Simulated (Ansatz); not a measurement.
# CH6FN3Si: one species, many methods

The task here is to estimate one member of a computed series from the others.

Program: Ansatz 0.2.0, Gaussian basis. Level of theory: functionals in def2-TZVPP, the program's frozen cores in correlated methods. These are calculated values, not measurements.

Plan: PBE-D4, r2SCAN-D4, PBE0-D4, B3LYP-D4, ωB97X-V, ωB97M-V, B2PLYP; CCSD(T)/def2-TZVPP; MP2/def2-QZVPP; extrapolation to the limit.

### Structure used throughout

The geometry comes from an earlier relaxation with PBE0-D4 in a triple-zeta def2 set; it is a stationary point, not always the lowest conformer.

SMILES `C=N[Si](N)(N)F`, 12 atoms, charge 0, spin multiplicity 1.

Atoms are counted from 1 here; the program's logs count them from 0.

Bond lengths: C1–N2 1.258 Å, C1–H7 1.101 Å, C1–H8 1.097 Å, N2–Si3 1.736 Å, Si3–N4 1.688 Å, Si3–N5 1.694 Å, Si3–F6 1.608 Å, N4–H9 1.005 Å, N4–H10 1.005 Å, N5–H11 1.006 Å, N5–H12 1.006 Å. Angles: N2–C1–H7 124.1°, N2–C1–H8 120.3°, H7–C1–H8 115.6°, C1–N2–Si3 124.7°, N2–Si3–N4 105.0°, N2–Si3–N5 115.9°, N2–Si3–F6 108.1°, N4–Si3–N5 109.9°, N4–Si3–F6 114.9°, N5–Si3–F6 103.4°, Si3–N4–H9 122.5°, Si3–N4–H10 121.6°, H9–N4–H10 113.1°, Si3–N5–H11 120.9°, Si3–N5–H12 120.7°, H11–N5–H12 112.3°.

Set-up of the first run:

Input file in.yaml:

```yaml
crystal:
  periodic: [false, false, false]
  atoms:
    - {symbol: C, position_ang: [-0.261780, -1.917754, 1.150583]}
    - {symbol: N, position_ang: [-0.700620, -0.832213, 0.691769]}
    - {symbol: Si, position_ang: [0.240567, 0.311885, -0.212986]}
    - {symbol: N, position_ang: [0.040837, 1.779703, 0.596064]}
    - {symbol: N, position_ang: [-0.180935, 0.491399, -1.844216]}
    - {symbol: F, position_ang: [1.754298, -0.225751, -0.277469]}
    - {symbol: H, position_ang: [0.779485, -2.257609, 1.042718]}
    - {symbol: H, position_ang: [-0.927068, -2.596720, 1.698720]}
    - {symbol: H, position_ang: [0.466397, 2.633033, 0.278685]}
    - {symbol: H, position_ang: [-0.245983, 1.816152, 1.558543]}
    - {symbol: H, position_ang: [0.186163, -0.130422, -2.544491]}
    - {symbol: H, position_ang: [-1.074461, 0.872998, -2.103919]}
basis:
  gaussian: {orbitals: def2-TZVPP}
hamiltonian: {xc: pbe, dispersion: d4}
output: {forces: true, orbitals: {seedname: orbitals}}
```

On the command line:

```
ansatz run in.yaml --threads 4 --pin off --events-out ev --progress --plain --max-ram 10444MiB
```

Steps of the session up to this table: PBE-D4 (GGA); r2SCAN-D4 (meta-GGA); PBE0-D4 (hybrid); B3LYP-D4 (hybrid); ωB97X-V (range-separated); ωB97M-V (range-separated); B2PLYP (double hybrid); CCSD(T) in def2-TZVPP; MP2 in def2-QZVPP.

One of the session's tables, all rows but one given; the rest of the session is left out.

| method | atomisation energy (kcal/mol) |
| --- | --- |
| PBE-D4 | 1147.1 |
| r2SCAN-D4 | 1115.6 |
| PBE0-D4 | 1117.7 |
| B3LYP-D4 | 1126.1 |
| ωB97X-V | ? |
| ωB97M-V | 1128.0 |
| B2PLYP | 1111.7 |
| HF/def2-TZVPP | 767.5 |
| MP2/def2-TZVPP | 1107.4 |
| CCSD/def2-TZVPP | 1064.5 |
| CCSD(T)/def2-TZVPP | 1083.7 |
| MP2/CBS | 1146.4 |
| CCSD(T)/CBS | 1122.7 |

**Question.** Estimate the row for ωB97X-V.

The run gave: atomisation energy (kcal/mol): 1126.8. In the column «atomisation energy (kcal/mol)» it lies between B3LYP-D4 (1126.1) and ωB97M-V (1128.0).
